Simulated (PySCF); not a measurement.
**OsN₂⁺: structure of the quartet**

Aim: relax OsN₂⁺ as a quartet from a end-on start, check by its vibrations whether the end is a minimum, and collect its spectrum and constants.

Method: PBE, basis Os def2-TZVP with ECP60, N def2-TZVP, scalar-relativistic core potentials, no spin–orbit coupling, density fitting; program: PySCF 2.14.0.

### 1 Starting geometry

3 atoms, charge 1, spin multiplicity 4.

Bond lengths: Os1–N2 2.060 Å, N2–N3 1.204 Å. Angles: Os1–N2–N3 119.9°.

```xyz
3
charge 1 multiplicity 4
Os    0.0000    0.0000    0.0000
N     0.0000    0.0000    2.0600
N     1.0440    0.0000    2.6600
```

### 2 The SCF at the typed geometry

One driver script runs all steps and calls PySCF; scf.py shows how it sets up the SCF of each step. The optimiser is the driver's own. After this first run the driver tries any further starts and a stability analysis.

scf.py

```python
from pyscf import gto, scf, dft
mol = gto.M(atom='''
Os     0.000000     0.000000     0.000000
N      0.000000     0.000000     2.060000
N      1.044000     0.000000     2.660000''',
    basis={'Os': 'def2-TZVP', 'N': 'def2-TZVP'},
    ecp={'Os': 'def2-TZVP'},
    charge=1, spin=3)
mf = dft.UKS(mol, xc='PBE')
mf.grids.atom_grid = (50, 194)
aux = {'Os': 'def2-universal-JKFIT', 'N': 'def2-universal-JKFIT'}
mf = mf.density_fit(auxbasis=aux)
mf.conv_tol = 1e-08
mf.diis_space = 10
mf.max_cycle = 60
mf.init_guess = 'minao'
mf.verbose = 4
mf.kernel()
```

Started as:

```bash
OMP_NUM_THREADS=2 python axn.py task.json out
```

Log:

```text
init E= -183.888772639481
[... the frontier-level lines of each cycle are left out ...]
cycle= 1 E= -199.466155045956  delta_E= -15.6  |g|= 0.611  |ddm|= 5.23
cycle= 2 E= -193.441153759061  delta_E= 6.03  |g|= 2.79  |ddm|= 2.22
cycle= 3 E= -199.308951927665  delta_E= -5.87  |g|= 0.954  |ddm|= 2.05
cycle= 4 E= -199.61097288279  delta_E= -0.302  |g|= 0.48  |ddm|= 0.675
cycle= 5 E= -199.732490939682  delta_E= -0.122  |g|= 0.138  |ddm|= 0.545
cycle= 6 E= -199.737139047922  delta_E= -0.00465  |g|= 0.0671  |ddm|= 0.207
cycle= 7 E= -199.741210859879  delta_E= -0.00407  |g|= 0.0163  |ddm|= 0.202
cycle= 8 E= -199.74145286311  delta_E= -0.000242  |g|= 0.00668  |ddm|= 0.0425
cycle= 9 E= -199.74151006904  delta_E= -5.72e-05  |g|= 0.00308  |ddm|= 0.0198
cycle= 10 E= -199.741543557698  delta_E= -3.35e-05  |g|= 0.00179  |ddm|= 0.0191
cycle= 11 E= -199.741568794683  delta_E= -2.52e-05  |g|= 0.00113  |ddm|= 0.0246
cycle= 12 E= -199.741575287932  delta_E= -6.49e-06  |g|= 0.000528  |ddm|= 0.0135
cycle= 13 E= -199.741576542303  delta_E= -1.25e-06  |g|= 0.000169  |ddm|= 0.00633
cycle= 14 E= -199.741576770267  delta_E= -2.28e-07  |g|= 0.000128  |ddm|= 0.00215
cycle= 15 E= -199.741576892135  delta_E= -1.22e-07  |g|= 0.000112  |ddm|= 0.00141
cycle= 16 E= -199.741576999337  delta_E= -1.07e-07  |g|= 4.7e-05  |ddm|= 0.00212
cycle= 17 E= -199.741577020985  delta_E= -2.16e-08  |g|= 2.5e-05  |ddm|= 0.0011
cycle= 18 E= -199.741577022808  delta_E= -1.82e-09  |g|= 1.55e-05  |ddm|= 0.000221
Extra cycle  E= -199.741577020812  delta_E= 2e-09  |g|= 6.77e-05  |ddm|= 8.7e-05
converged SCF energy = -199.741577020812  <S^2> = 3.8839273  2S+1 = 4.0664123
```

This step, with its further starts and checks, took 18 s on 2 threads of Arm Neoverse V1, shared host.

Energies from each starting density:

| start | energy (Eh) |
| --- | --- |
| the minimal-basis guess | -199.741577 |
| a thermally smeared density | -199.741577 |
| a smeared PBE density | -199.741577 |

The test of internal stability and the other starts found no lower solution of this spin.

### 3 End-on start, quartet: relaxation

The program finds Cs symmetry in the start, which this walk keeps.

scf.py: that of step 2 with these lines changed.

```diff
@@ -3,3 +3,3 @@
-Os     0.000000     0.000000     0.000000
-N      0.000000     0.000000     2.060000
-N      1.044000     0.000000     2.660000''',
+Os    -0.066461     0.000000    -0.300474
+N     -0.066461     0.000000     1.759526
+N      0.977539     0.000000     2.359526''',
@@ -16 +15,0 @@
-mf.init_guess = 'minao'
```

The optimiser's trace:

| step | energy (Eh) | change (kJ/mol) | largest symmetric gradient (Eh/bohr) |
| --- | --- | --- | --- |
| 0 | -199.741577 | 0.00 | 0.13243 |
| 1 | -199.758700 | -44.96 | 0.11094 |
| 2 | -199.779087 | -98.48 | 0.04728 |
| 3 | -199.783795 | -110.84 | 0.06780 |
| 4 | -199.788022 | -121.94 | 0.06203 |
| 5 | -199.794070 | -137.82 | 0.03623 |
| 6 | -199.796280 | -143.62 | 0.00564 |
| 7 | -199.796574 | -144.39 | 0.01698 |
| 8 | -199.796707 | -144.74 | 0.00058 |
| 9 | -199.796710 | -144.75 | 0.00011 |
| 10 | -199.796710 | -144.75 | 0.00002 |

The walk took 31 s.

Geometry (Å) and forces (eV/Å) at some steps:

```
step 0
Os  -0.066   0.000  -0.300  -0.502   0.000   1.626
N   -0.066   0.000   1.760   6.810   0.000   1.016
N    0.978   0.000   2.360  -6.308   0.000  -2.641
step 1
Os  -0.090   0.000  -0.269  -0.823   0.000   0.549
N    0.032   0.000   1.725  -3.546   0.000  -5.705
N    0.902   0.000   2.362   4.369   0.000   5.156
step 5
Os  -0.220   0.000  -0.269  -0.246   0.000   0.052
N    0.275   0.000   1.534   1.639   0.000   1.812
N    0.790   0.000   2.554  -1.393   0.000  -1.864
step 10
Os  -0.253   0.000  -0.259   0.000   0.000   0.001
N    0.364   0.000   1.509  -0.001   0.000  -0.001
N    0.734   0.000   2.568   0.001   0.000   0.000
```

It settles in C∞v symmetry, 144.8 kJ/mol below the start, after 10 steps: N–N 1.122 Å, Os–N 1.873 Å; N–N–Os 180.0°.

### 4 Is it a minimum? Harmonic modes

On the finer grid the gradient is checked again; gradients at displacements of ±0.02 bohr then give force constants and infrared intensities.

scf.py: that of step 3 with these lines changed.

```diff
@@ -3,3 +3,3 @@
-Os    -0.066461     0.000000    -0.300474
-N     -0.066461     0.000000     1.759526
-N      0.977539     0.000000     2.359526''',
+Os    -0.102137    -0.000000    -0.292522
+N      0.515228     0.000000     1.475612
+N      0.884926     0.000000     2.534427''',
@@ -10 +10 @@
-mf.grids.atom_grid = (50, 194)
+mf.grids.atom_grid = (75, 302)
@@ -13 +13 @@
-mf.conv_tol = 1e-08
+mf.conv_tol = 1e-10
```

This SCF starts from the last density.

SCF at the final geometry:

```text
init E= -199.796631485912
[... the frontier-level lines of each cycle are left out ...]
cycle= 1 E= -199.796631485914  delta_E= -2.61e-12  |g|= 1.23e-06  |ddm|= 5.47e-06
Extra cycle  E= -199.796631485906  delta_E= 8.13e-12  |g|= 4.77e-06  |ddm|= 5.29e-06
converged SCF energy = -199.796631485906  <S^2> = 3.7637595  2S+1 = 4.0068738
```

The whole step took 32 s.

Geometry: C∞v; N–N 1.122 Å, Os–N 1.873 Å; N–N–Os 180.0°.

Harmonic modes (main isotopes):

| symmetry | ω (cm⁻¹) | IR (km/mol) |
| --- | --- | --- |
| π | 363 | 3.1 |
| σ+ | 510 | 17.4 |
| σ+ | 2182 | 97.9 |

Every mode is real; the point is a minimum.

Constants and moments:

```yaml
Dipole_moment_about_the_centre_of_mass: 1.27 D
Highest_occupied_level: -12.38 eV
Lowest_empty_level: -11.37 eV
Rotational_constants: 0.1098 cm⁻¹
Zero-point_energy: 20.4 kJ/mol
Principal_polarisabilities: 26.7, 26.7, 61.9 bohr³
Principal_traceless_quadrupole_moments_about_the_centre_of_mass: -1.83, -1.83, 3.65 D Å
Entropy_at_298.15_K_and_1_bar_electronic_part_spin_only: 270.6 J/(mol K)
Heat_capacity_Cp_at_298.15_K: 47.2 J/(mol K)
Enthalpy_at_298.15_K_above_0_K: 11.07 kJ/mol
Rotational_symmetry_number: 1
Spin_squared_⟨S²⟩: 3.764
```

Charges (e) and bond orders:

```
atom  Mulliken  Löwdin  polar tensor  spin (Mulliken)  Mayer order to Os1
 Os1      0.92    0.89          0.74             3.10                   –
  N2      0.00   -0.05          0.35            -0.02                1.04
  N3      0.08    0.16         -0.09            -0.09                0.36
```

Mulliken populations on Os1 (outside its core potential): s 2.61, p 6.04, d 6.42, f 0.01.

### 5 Summary of results

| quantity | value |
| --- | --- |
| minimum | quartet, C∞v |
| geometry | N–N 1.122 Å, Os–N 1.873 Å; N–N–Os 180.0° |
| wavenumbers (cm⁻¹) | 363 (π), 510 (σ+), 2182 (σ+) |
| dipole moment (centre of mass) | 1.27 D |
| highest occupied, lowest empty level (either spin) | -12.38, -11.37 eV |
| polar-tensor charge of Os1 | +0.74 e |
| zero-point energy | 20.4 kJ/mol |
| entropy at 298.15 K | 270.6 J/(mol K) |
| ⟨S²⟩ | 3.764 |

What this shows: From Cs at the start the molecule goes to a C∞v minimum. In the infrared the band at 2182 cm⁻¹ (σ+) leads. Most of the spin sits on Os1 (Mulliken spin 3.10, against 3 for the whole molecule). Other starts or spin states, not run here, may lie lower. One determinant may miss the lowest occupation of an open d or f shell. Spin–orbit coupling, left out here, can matter for elements this heavy.

The search up to here took 81 s.
